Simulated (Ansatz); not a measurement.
# C3H10N2O2W: vertical ionisation energy

An exercise on one series of results from a longer session: the logs are not shown, and one member is left open.

The runs use Ansatz 0.2.0, Gaussian basis; unrestricted cation, the program's frozen cores in correlated methods.

Plan: UKS PBE-D4/def2-TZVPP; UKS r2SCAN-D4/def2-TZVPP; UKS PBE0-D4/def2-TZVPP; UKS B3LYP-D4/def2-TZVPP; UKS wB97X-V/def2-TZVPP; UKS wB97M-V/def2-TZVPP; UKS B2PLYP/def2-TZVPP; UHF-CCSD(T)/def2-TZVPP; UHF-MP2/def2-QZVPP; extrapolation to the limit; then −ε(HOMO) from the neutral's earlier runs with LDA (SPW92), PBE-D4, revPBE-D4, BLYP-D4, r2SCAN-D4, B97M-V, PBE0-D4, B3LYP-D4, r2SCANh-D4, r2SCAN0-D4, HSE06-D4, BHLYP-D4, CAM-B3LYP-D4, LC-ωPBE, ωB97X-V, ωB97M-V.

## The relaxed structure

All runs share one geometry, relaxed beforehand with PBE0-D4 in a triple-zeta def2 set. W takes the def2 core potential; no spin-orbit term is included.

SMILES `C[N]=[W](=[O])([OH])[N](C)C`, 18 atoms, charge 0, spin multiplicity 1.

Atoms are counted from 1 here; the program's logs count them from 0.

Bond lengths: C1–N2 1.420 Å, C1–H9 1.096 Å, C1–H10 1.095 Å, C1–H11 1.096 Å, N2–W3 1.755 Å, W3–O4 1.719 Å, W3–O5 1.911 Å, W3–N6 1.942 Å, O5–H12 0.958 Å, N6–C7 1.444 Å, N6–C8 1.449 Å, C7–H13 1.098 Å, C7–H14 1.098 Å, C7–H15 1.089 Å, C8–H16 1.092 Å, C8–H17 1.098 Å, C8–H18 1.097 Å. Angles: N2–C1–H9 110.1°, N2–C1–H10 110.5°, N2–C1–H11 112.1°, H9–C1–H10 107.3°, H9–C1–H11 108.2°, H10–C1–H11 108.4°, C1–N2–W3 154.2°, N2–W3–O4 112.1°, N2–W3–O5 110.2°, N2–W3–N6 105.5°, O4–W3–O5 109.4°, O4–W3–N6 109.0°, O5–W3–N6 110.6°, W3–O5–H12 123.0°, W3–N6–C7 128.4°, W3–N6–C8 118.5°, C7–N6–C8 113.0°, N6–C7–H13 110.7° and more.

Set-up of the first run:

in.yaml

```yaml
crystal:
  periodic: [false, false, false]
  atoms:
    - {symbol: C, position_ang: [-1.077371, 2.873444, -0.114234]}
    - {symbol: N, position_ang: [-0.714657, 1.555181, -0.497132]}
    - {symbol: W, position_ang: [-0.959595, -0.177976, -0.618494]}
    - {symbol: O, position_ang: [-2.410115, -0.680449, 0.154732]}
    - {symbol: O, position_ang: [-1.000064, -0.710960, -2.452794]}
    - {symbol: N, position_ang: [0.555247, -0.979765, 0.294070]}
    - {symbol: C, position_ang: [1.779335, -0.347176, 0.725318]}
    - {symbol: C, position_ang: [0.457077, -2.364289, 0.711348]}
    - {symbol: H, position_ang: [-0.308604, 3.300503, 0.539287]}
    - {symbol: H, position_ang: [-1.154020, 3.521713, -0.993722]}
    - {symbol: H, position_ang: [-2.033486, 2.899480, 0.420041]}
    - {symbol: H, position_ang: [-0.755070, -0.126536, -3.171094]}
    - {symbol: H, position_ang: [2.651679, -0.853438, 0.292172]}
    - {symbol: H, position_ang: [1.877602, -0.392136, 1.818389]}
    - {symbol: H, position_ang: [1.797141, 0.696269, 0.415817]}
    - {symbol: H, position_ang: [-0.494298, -2.803325, 0.403306]}
    - {symbol: H, position_ang: [0.525280, -2.448592, 1.803569]}
    - {symbol: H, position_ang: [1.263920, -2.961948, 0.269400]}
basis:
  gaussian: {orbitals: def2-TZVPP}
total_charge: 1
magnetization: {spin_polarized: true, initial_magnetization: 1}
hamiltonian: {xc: pbe, dispersion: d4}
```

Run with:

```console
$ ansatz run in.yaml --threads 4 --pin off --events-out ev --progress --plain --max-ram 66560MiB --backend cuda --devices 0, --max-vram 37GiB
```

Among the steps run: Cation, UKS PBE-D4/def2-TZVPP; Cation, UKS r2SCAN-D4/def2-TZVPP; Cation, UKS PBE0-D4/def2-TZVPP; Cation, UKS B3LYP-D4/def2-TZVPP; Cation, UKS wB97X-V/def2-TZVPP; Cation, UKS wB97M-V/def2-TZVPP; Cation, UKS B2PLYP (frozen core)/def2-TZVPP; Cation, UHF-CCSD(T)/def2-TZVPP; Cation, UHF-MP2/def2-QZVPP.

One table of the session follows, with a row left open; its other results are not shown here.

Orbital estimates, from the neutral's runs:

```
  functional  −ε(HOMO) (eV)
 LDA (SPW92)           5.70
      PBE-D4           5.54
   revPBE-D4           5.48
     BLYP-D4              ?
   r2SCAN-D4           5.79
      B97M-V           5.91
     PBE0-D4           6.83
    B3LYP-D4           6.63
  r2SCANh-D4           6.27
  r2SCAN0-D4           7.00
    HSE06-D4           6.43
    BHLYP-D4           8.06
CAM-B3LYP-D4           8.18
     LC-ωPBE           9.47
     ωB97X-V           9.14
     ωB97M-V           9.07
```

Q: Estimate the row for BLYP-D4 from the others.

Worked estimate for «−ε(HOMO) (eV)». Against the share of exact exchange, B3LYP-D4 (0.2, 6.63), BHLYP-D4 (0.5, 8.06) give a slope of 4.77 per unit share; at 0 the line stands at 5.68.

As computed: −ε(HOMO) (eV): 5.44. In «−ε(HOMO) (eV)» the line misses by +0.24.
